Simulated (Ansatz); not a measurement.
# Co: how the settings move a single-point run

Question: which choices in the input matter for Co?

Method: reference: DFT, LDA, PAW with Ansatz's default frozen-core files, scalar-relativistic, in Ansatz 0.2.0.

## (1) The system as given

The structure is trigonal, space group P-3m1 (No. 164). The conventional cell has a = 2.487 Å, b = 2.487 Å, c = 4.063 Å, α = 90.00°, β = 90.00°, γ = 120.00°. Co (site symmetry 3m) has 12 Co at 2.42 to 2.55 Å in its first shell of neighbours.

Structure file:

```cif
data_structure
_symmetry_space_group_name_H-M 'P-3m1'
_symmetry_Int_Tables_number 164
_cell_length_a 2.4874
_cell_length_b 2.4874
_cell_length_c 4.0633
_cell_angle_alpha 90.000
_cell_angle_beta 90.000
_cell_angle_gamma 120.000
_cell_volume 21.77
loop_
_atom_site_label
_atom_site_type_symbol
_atom_site_symmetry_multiplicity
_atom_site_Wyckoff_symbol
_atom_site_fract_x
_atom_site_fract_y
_atom_site_fract_z
_atom_site_occupancy
Co1 Co 2 d 0.66667 0.33333 0.25986 1
```

## (2) The reference run

The input, input.yaml:

```yaml
crystal:
  lattice:
    - [2.4873648738, 0.0, 0.0]
    - [-1.2436824369, 2.1541211692, 0.0]
    - [0.0, 0.0, 4.0632895034]
  atoms:
    - { symbol: Co, position: [0.6666666667, 0.3333333333, 0.259861], spin: 1.6, spin_axis: [1.0, 0.0, 0.0] }
    - { symbol: Co, position: [0.3333333333, 0.6666666667, 0.740139], spin: 1.6, spin_axis: [1.0, 0.0, 0.0] }
magnetization:
  noncollinear: true
  spin_spiral: { q: [0.0, 0.0, 0.1666666667] }
kpoints:
  mp_grid: { grid: [12, 12, 12] }
scf:
  occupations: { method: fermi_dirac, width: 0.08 }
  lower_state_search: "off"
hamiltonian:
  xc: lda
  pseudopotentials: { kind: paw }
output:
  eigenvalues: false
```

Started as:

```sh
$ ansatz run input.yaml --threads 2 --pin off --max-ram 5120MiB --backend cpu --events-out ev --progress --plain --runs-dir out
```

## (3) Variant: mp_grid.grid [6, 6, 6]

input.yaml, as its differences from that of step 2:

```diff
@@ -12,3 +12,3 @@
 kpoints:
-  mp_grid: { grid: [12, 12, 12] }
+  mp_grid: { grid: [6, 6, 6] }
 scf:
```

**Question.** What will these runs give? Wanted: for each run, ending; energy change; abs. moment.

The runs gave:

```
                      run     ending   energy change  abs. moment (μB)  cycles   time
                reference  converged               0              3.33      16   51 s
1: mp_grid.grid [6, 6, 6]  converged  -20.3 meV/atom              3.36      14  7.9 s
```

Residual by cycle in the longest SCF loop of each run; runs are numbered as in the table. The quantity is the density residual dr2, in eV.

```
cycle  reference   run 1
    1      0.536   0.522
    2     0.0274  0.0249
    4     9.2e-4  9.2e-4
    5     3.7e-4  4.5e-4
    6     1.9e-4    0.39
    8     0.0463  7.6e-4
    9     6.7e-4  1.2e-4
   11     5.0e-7  1.1e-4
   12     6.4e-6  1.6e-4
   13     3.2e-6  5.0e-7
   15     4.6e-7       -
   16     1.7e-8       -
```

**Reading.** Changing the k-point mesh moves the energy by -20.3 meV/atom. Sampling errors of the energy have no fixed sign. Cost: 14 SCF cycles against 16, 7.9 s against 51 s.
